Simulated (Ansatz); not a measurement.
# C2H9NOSi: the cost of one run

All numbers below are computed with Ansatz 0.2.0 (RKS PBE-D4/STO-3G).

## (1) The structure to begin with

Bond lengths: Si1–O2 1.680 Å, O2–H3 1.010 Å, Si1–H4 1.460 Å, Si1–N5 1.819 Å, N5–C6 1.470 Å, C6–H7 1.110 Å, C6–H8 1.110 Å, C6–H9 1.110 Å, N5–C10 1.470 Å, C10–H11 1.110 Å, C10–H12 1.110 Å, C10–H13 1.110 Å, Si1–H14 1.459 Å. Angles (14 of 22 angles, heavy atoms first): O2–Si1–N5 109.5°, Si1–N5–C6 120.0°, Si1–N5–C10 120.0°, C6–N5–C10 120.0°, Si1–O2–H3 109.5°, O2–Si1–H4 109.5°, O2–Si1–H14 109.5°, H4–Si1–N5 109.5°, N5–Si1–H14 109.5°, N5–C6–H7 109.5°, N5–C6–H8 109.5°, N5–C6–H9 109.5°, N5–C10–H11 109.5°, N5–C10–H12 109.5°.

As a file:

```xyz
14

Si    0.0000    0.0000    0.0000
O     0.0000    0.0000    1.6800
H    -0.9095   -0.2814    2.0171
H     1.3768    0.0000   -0.4862
N    -0.8572    1.4851   -0.6061
C    -2.2719    1.4087   -0.9981
H    -2.8245    0.7784   -0.2704
H    -2.7088    2.4290   -1.0098
H    -2.3521    0.9607   -2.0106
C    -0.1354    2.7620   -0.7039
H    -0.2436    3.1711   -1.7300
H    -0.5567    3.4827    0.0276
H     0.9399    2.5975   -0.4831
H    -0.6877   -1.1914   -0.4862
```

## (2) Preparing the start

File input.yaml:

```yaml
crystal:
  periodic: [false, false, false]
  atoms:
    - { symbol: Si, position_ang: [0.0, 0.0, 0.0] }
    - { symbol: O, position_ang: [0.0, 0.0, 1.68] }
    - { symbol: H, position_ang: [-0.9095, -0.2814, 2.0171] }
    - { symbol: H, position_ang: [1.3768, 0.0, -0.4862] }
    - { symbol: "N", position_ang: [-0.8572, 1.4851, -0.6061] }
    - { symbol: C, position_ang: [-2.2719, 1.4087, -0.9981] }
    - { symbol: H, position_ang: [-2.8245, 0.7784, -0.2704] }
    - { symbol: H, position_ang: [-2.7088, 2.429, -1.0098] }
    - { symbol: H, position_ang: [-2.3521, 0.9607, -2.0106] }
    - { symbol: C, position_ang: [-0.1354, 2.762, -0.7039] }
    - { symbol: H, position_ang: [-0.2436, 3.1711, -1.73] }
    - { symbol: H, position_ang: [-0.5567, 3.4827, 0.0276] }
    - { symbol: H, position_ang: [0.9399, 2.5975, -0.4831] }
    - { symbol: H, position_ang: [-0.6877, -1.1914, -0.4862] }
basis:
  gaussian: { orbitals: STO-3G }
hamiltonian:
  xc: pbe
  dispersion: d4
relax:
  f_tol: 0.02
  max_steps: 40
```

The run is started by

```bash
ansatz run input.yaml --threads 1 --pin off --max-ram 2048MiB --backend cpu --events-out ev --progress --plain --runs-dir out
```

What time and memory should one allow on 1 thread of Intel Xeon Platinum 8488C (Sapphire Rapids), shared host?

About 45 s, with a peak of 0.16 GiB.
